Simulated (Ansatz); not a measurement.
# H4BrN: the cost of one run

All numbers below are computed with Ansatz 0.2.0 (DFT PBEsol, plane waves, PAW, scalar-relativistic, no spin polarisation).

**1. The starting structure**

The cell holds 24 atoms (Br4H16N4): a = 7.375 Å, b = 7.375 Å, c = 8.505 Å, α = 54.79°, β = 54.79°, γ = 70.42°.

The coordinates stand in the first input below.

**2. Run 1**

250 steps of 0.38 fs under a Langevin thermostat at 4200 K.

File input.yaml:

```yaml
accuracy: low
crystal:
  lattice:
    - [0.0, 6.014064, 4.269511]
    - [6.014064, 0.0, 4.269511]
    - [6.014064, 6.014064, 0.0]
  atoms:
    - { symbol: H, position: [0.147, 0.0, 0.0] }
    - { symbol: H, position: [0.147, 0.0, 0.353] }
    - { symbol: H, position: [0.5, 0.647, 0.353] }
    - { symbol: H, position: [0.0, 0.147, 0.5] }
    - { symbol: H, position: [0.353, 0.5, 0.0] }
    - { symbol: H, position: [0.0, 0.853, 0.0] }
    - { symbol: H, position: [0.5, 0.353, 0.147] }
    - { symbol: H, position: [0.353, 0.5, 0.647] }
    - { symbol: Br, position: [0.485, 0.985, 0.015] }
    - { symbol: Br, position: [0.015, 0.515, 0.985] }
    - { symbol: "N", position: [0.0, 0.0, 0.0] }
    - { symbol: "N", position: [0.0, 0.0, 0.5] }
    - { symbol: H, position: [0.647, 0.5, 0.5] }
    - { symbol: H, position: [0.647, 0.5, 0.853] }
    - { symbol: H, position: [0.0, 0.147, 0.853] }
    - { symbol: H, position: [0.5, 0.647, 0.0] }
    - { symbol: H, position: [0.853, 0.0, 0.5] }
    - { symbol: H, position: [0.5, 0.353, 0.5] }
    - { symbol: H, position: [0.0, 0.853, 0.647] }
    - { symbol: H, position: [0.853, 0.0, 0.147] }
    - { symbol: Br, position: [0.985, 0.485, 0.515] }
    - { symbol: Br, position: [0.515, 0.015, 0.485] }
    - { symbol: "N", position: [0.5, 0.5, 0.5] }
    - { symbol: "N", position: [0.5, 0.5, 0.0] }
basis:
  ecutwfc: 420.0
kpoints:
  mp_grid: { grid: [3, 3, 3] }
hamiltonian:
  xc: pbesol
scf:
  occupations: { method: fermi_dirac, width: 0.36 }
  lower_state_search: "off"
md:
  timestep: 0.38
  n_steps: 250
  ensemble: nvt_langevin
  temperature: 4200.0
  initial_velocities: maxwell_boltzmann
  seed: 361480
  friction: 0.02
```

The run is started by

```
$ ansatz run input.yaml --threads 2 --pin off --max-ram 5120MiB --backend cpu --events-out ev --progress --plain --runs-dir out
```

Q: Estimate wall time and peak memory on 2 threads of AMD EPYC 9R45 (Zen 5), shared host.

About 14 min, with a peak of 0.89 GiB.
